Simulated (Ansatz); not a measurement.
# CH4F2OSi (SMILES C[Si](O)(F)F): PBE0/cc-pVDZ

Aim: the vertical ionisation energy of CH4F2OSi at PBE0/cc-pVDZ, from 2 runs. 

The calculation is run with Ansatz 0.2.0.

99 further runs of the same task are left out: 2 that didn't finish, 97 set aside as unsound or not needed. Runs told in other sessions of the task aren't counted.

### Step 1. Starting point

The species is CH4F2OSi (9 atoms), meant as a singlet with charge 0. As SMILES, `C[Si](O)(F)F`. The shape is that of a PBE0-D4/def2-TZVP optimisation. This is one conformer, not always the lowest.

Bond lengths: C1–Si2 1.831 Å, Si2–O3 1.621 Å, Si2–F4 1.590 Å, Si2–F5 1.590 Å, C1–H6 1.092 Å, C1–H7 1.092 Å, C1–H8 1.092 Å, O3–H9 0.958 Å. Some angles: C1–Si2–O3 109.9°, C1–Si2–F4 111.2°, C1–Si2–F5 111.2°, O3–Si2–F4 110.0°, O3–Si2–F5 110.0°, F4–Si2–F5 104.6°, Si2–C1–H6 110.5°, Si2–C1–H7 110.5°, Si2–C1–H8 110.6°, Si2–O3–H9 119.7°.

### Step 2. A single-point energy at PBE0/cc-pVDZ

The input, run.yaml:

```yaml
crystal:
  periodic: [false, false, false]
  atoms:
    - {symbol: C, position_ang: [-1.189400, 0.338900, -0.162200]}
    - {symbol: Si, position_ang: [0.580100, -0.130700, -0.192500]}
    - {symbol: O, position_ang: [1.083400, -0.479900, 1.308000]}
    - {symbol: F, position_ang: [0.827400, -1.374000, -1.151900]}
    - {symbol: F, position_ang: [1.471900, 1.032700, -0.807900]}
    - {symbol: H, position_ang: [-1.795500, -0.480100, 0.229600]}
    - {symbol: H, position_ang: [-1.342100, 1.213300, 0.473300]}
    - {symbol: H, position_ang: [-1.540100, 0.577500, -1.168100]}
    - {symbol: H, position_ang: [1.992700, -0.743900, 1.454700]}
basis:
  gaussian: {orbitals: cc-pVDZ}
magnetization: {spin_polarized: false, initial_magnetization: 0}
hamiltonian: {xc: pbe0}
accuracy: high
output: {orbitals: {seedname: orbitals}}
```

Command:

```
$ ansatz run run.yaml --threads 1 --pin off --max-ram 3480MiB --events-out events.jsonl --progress --plain --runs-dir runs
```

The program printed:

```text
Warning: RAYON_NUM_THREADS=1 ignored (pool sized by the plan → 1); use --threads N
Functional definition: PBE0
  name "PBE0"
  parameter a = 0.25
  parameter kappa = 0.804
  parameter beta = 0.06672455060314922
  exchange = (1 - a)*pbe_x(kappa = kappa, mu = beta*pi^2/3) + a*exact_x
  correlation = pbe_c(beta = beta)
2129 factors; integrals over basis functions are off by at most 3.5e-9 eV
mean field evaluation 1: about -16445.5704 eV, gradient 6.6e1 eV
mean field evaluation 2: about -16441.7926 eV, gradient 8.1e1 eV
mean field evaluation 4: about -16453.4524 eV, gradient 1.7e0 eV
mean field evaluation 8: about -16453.6623 eV, gradient 1.9e-1 eV
mean field evaluation 16: about -16453.6624 eV, gradient 1.5e-5 eV
mean field -16453.66237391 eV, -604.6609395484 hartree, gradient 7.5e-8 eV, S^2 0.000000; 0 other end points of the search recorded, 0 dependent functions left out
reference -16453.66237640 eV, -604.6609396396 hartree; 25, 25 occupied and 69, 69 virtual orbitals, 2129 factors
Total energy: -16453.66237640 eV, -604.6609396396 hartree
```

Wall time 9.9 s (1 thread of Arm Neoverse V2, shared host); peak memory 0.33 GiB.

### Step 3. The doublet cation at the same level

The input, molecule.yaml:

```yaml
crystal:
  periodic: [false, false, false]
  atoms:
    - symbol: C
      position_ang: [-1.189400, 0.338900, -0.162200]
    - symbol: Si
      position_ang: [0.580100, -0.130700, -0.192500]
    - symbol: O
      position_ang: [1.083400, -0.479900, 1.308000]
    - symbol: F
      position_ang: [0.827400, -1.374000, -1.151900]
    - symbol: F
      position_ang: [1.471900, 1.032700, -0.807900]
    - symbol: H
      position_ang: [-1.795500, -0.480100, 0.229600]
    - symbol: H
      position_ang: [-1.342100, 1.213300, 0.473300]
    - symbol: H
      position_ang: [-1.540100, 0.577500, -1.168100]
    - symbol: H
      position_ang: [1.992700, -0.743900, 1.454700]
basis:
  gaussian: {orbitals: cc-pVDZ}
total_charge: 1
magnetization: {spin_polarized: true, initial_magnetization: 1}
hamiltonian: {xc: pbe0}
accuracy: high
output: {orbitals: {seedname: orbitals}}
```

Command:

```
$ ansatz run molecule.yaml --threads 1 --pin off --max-ram 3480MiB --events-out events.jsonl --progress --plain --runs-dir runs
```

The program printed, cut to the lines that bear on the results:

```text
Warning: RAYON_NUM_THREADS=1 ignored (pool sized by the plan → 1); use --threads N
[... 7 set-up lines as earlier in the session ...]
2127 factors; integrals over basis functions are off by at most 3.5e-9 eV
mean field evaluation 1: about -16428.8485 eV, gradient 6.1e1 eV
mean field evaluation 2: about -16409.5893 eV, gradient 9.4e1 eV
mean field evaluation 4: about -16437.9318 eV, gradient 2.6e1 eV
mean field evaluation 8: about -16441.2089 eV, gradient 1.3e0 eV
mean field evaluation 16: about -16441.4427 eV, gradient 2.3e-2 eV
mean field evaluation 32: about -16441.3796 eV, gradient 3.6e0 eV
mean field -16441.44273219 eV, -604.2118759978 hartree, gradient 5.2e-8 eV, S^2 0.756299; 6 other end points of the search recorded, 0 dependent functions left out
reference -16441.44273467 eV, -604.2118760888 hartree; 25, 24 occupied and 69, 70 virtual orbitals, 2127 factors
Total energy: -16441.44273467 eV, -604.2118760888 hartree
```

Wall time 26 s (1 thread of Arm Neoverse V2, shared host); peak memory 0.48 GiB.

### Step 4. Outcome

Level: PBE0/cc-pVDZ.

| quantity | value |
| --- | --- |
| singlet CH4F2OSi: total energy | -604.66094 Eh |
| singlet CH4F2OSi: HOMO energy | -9.73 eV |
| singlet CH4F2OSi: LUMO energy | 1.33 eV |
| singlet CH4F2OSi: HOMO–LUMO gap | 11.06 eV |
| doublet cation: total energy | -604.21188 Eh |
| doublet cation: HOMO energy (highest over α and β) | -16.22 eV |
| doublet cation: LUMO energy (lowest over α and β) | -14.60 eV |
| doublet cation: ⟨S²⟩ | 0.756 |
| vertical ionisation energy (to the doublet cation) | 12.220 eV |

In words: Removing an electron at fixed nuclei costs 12.22 eV (1179 kJ/mol). −ε(HOMO) before ionisation, 9.73 eV, is 2.49 eV below this ionisation energy.
